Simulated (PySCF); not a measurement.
# PrF3(NH3): other functionals and bases at one geometry

An exercise on one series of results from a longer session: the logs are not shown, and one member is left open.

Program: PySCF 2.14.0. Level of theory: several levels, as the steps say, no spin–orbit coupling. These are calculated values, not measurements.

1 further run of the same task is left out (for a known fault of the program).

**The system as given**

8 atoms, charge 0, spin multiplicity 1.

Bond lengths: Pr1–F2 2.117 Å, Pr1–F3 2.117 Å, Pr1–F4 2.117 Å, Pr1–N5 2.649 Å, N5–H6 1.022 Å, N5–H7 1.022 Å, N5–H8 1.022 Å. Angles: F2–Pr1–F3 118.3°, F2–Pr1–F4 118.3°, F2–Pr1–N5 97.6°, F3–Pr1–F4 118.3°, F3–Pr1–N5 97.6°, F4–Pr1–N5 97.6°, Pr1–N5–H6 112.4°, Pr1–N5–H7 112.4°, Pr1–N5–H8 112.4°, H6–N5–H7 106.3°, H6–N5–H8 106.3°, H7–N5–H8 106.3°.

Geometry (Å):

```xyz
8
charge 0, multiplicity 1
Pr    0.1205   -0.1205    0.1205
F     1.1396    1.4300    1.1396
F    -1.4300   -1.1396    1.1396
F     1.1396   -1.1396   -1.4300
N    -1.4088    1.4088   -1.4088
H    -2.0195    2.0195   -0.8630
H    -0.8630    2.0195   -2.0195
H    -2.0195    0.8630   -2.0195
```

Formal oxidation states: Pr +3. Each metal's 2 4f electrons lie in its core potential, so multiplicities, spins and levels count the valence alone. An earlier session relaxed this geometry at PBE0, Pr lcecp-1-SVP with ECP48, F def2-SVP, N def2-SVP, H def2-SVP (singlet, point group C3v).

At PBE0 on the finer grid: E = -388.615598 Eh, HOMO -9.11 eV, LUMO -0.81 eV, Mulliken charge on Pr1 +1.23 e, largest force component 0.011 eV/Å. 

Levels to run: TPSSh; revPBE; PBE0, TZVP. Hardware: 2 threads of Arm Neoverse V2, shared host.

The first run:

run.py (the lines that set the calculation) reads:

```python
mol = gto.M(atom='''
Pr     0.12047    -0.12047     0.12047
F      1.13962     1.43003     1.13962
F     -1.43003    -1.13962     1.13962
F      1.13962    -1.13962    -1.43003
N     -1.40883     1.40883    -1.40883
H     -2.01950     2.01950    -0.86298
H     -0.86298     2.01950    -2.01950
H     -2.01950     0.86298    -2.01950''',
    basis={'Pr': 'lcecp-1-SVP', 'F': 'def2-SVP', 'N': 'def2-SVP', 'H': 'def2-SVP'},
    ecp={'Pr': 'lcecp-1-SVP'},
    charge=0, spin=0)
mf = dft.RKS(mol, xc='TPSSH')
mf.grids.atom_grid = (75, 302)  # f atoms: unpruned, at least (60, 302)
mf = mf.density_fit()  # fitting sets: Pr AutoAux, F def2-universal-JKFIT, N def2-universal-JKFIT, H def2-universal-JKFIT
mf.conv_tol = 1e-08; mf.max_cycle = 55
mf.kernel(dm0)  # dm0: the density of the relaxed state
```

On the command line:

```bash
OMP_NUM_THREADS=2 python run.py
```

Steps of the session up to this table: TPSSh; revPBE; PBE0, TZVP.

One of the session's tables, all rows but one given; the rest of the session is left out.

| level | HOMO (eV) | gap (eV) | charge on Pr1 (e) | dipole (D) | largest force component (eV/Å) |
| --- | --- | --- | --- | --- | --- |
| PBE0 (relaxed here) | -9.11 | 8.29 | 1.23 | 5.91 | 0.01 |
| TPSSh | -8.03 | 7.00 | 1.18 | 5.84 | 0.12 |
| revPBE | -7.12 | 5.67 | 1.01 | 5.77 | 0.26 |
| PBE0, TZVP | ? | ? | ? | ? | ? |

Estimate the missing values for PBE0, TZVP.

The run gave: HOMO (eV): -9.32; gap (eV): 8.32; charge on Pr1 (e): 1.64; dipole (D): 5.88; largest force component (eV/Å): 0.22. In the column «HOMO (eV)» it is the lowest.

In one basis the HOMO–LUMO gap runs from 5.67 eV (revPBE) to 8.29 eV (PBE0). The largest leftover force, 0.26 eV/Å with revPBE, stands at a geometry relaxed at another level. With 4f in the core, its levels are missing from HOMO and gap, and its count is fixed, so no charge can pass from the ligands into it. Total energies of different levels can't be compared.
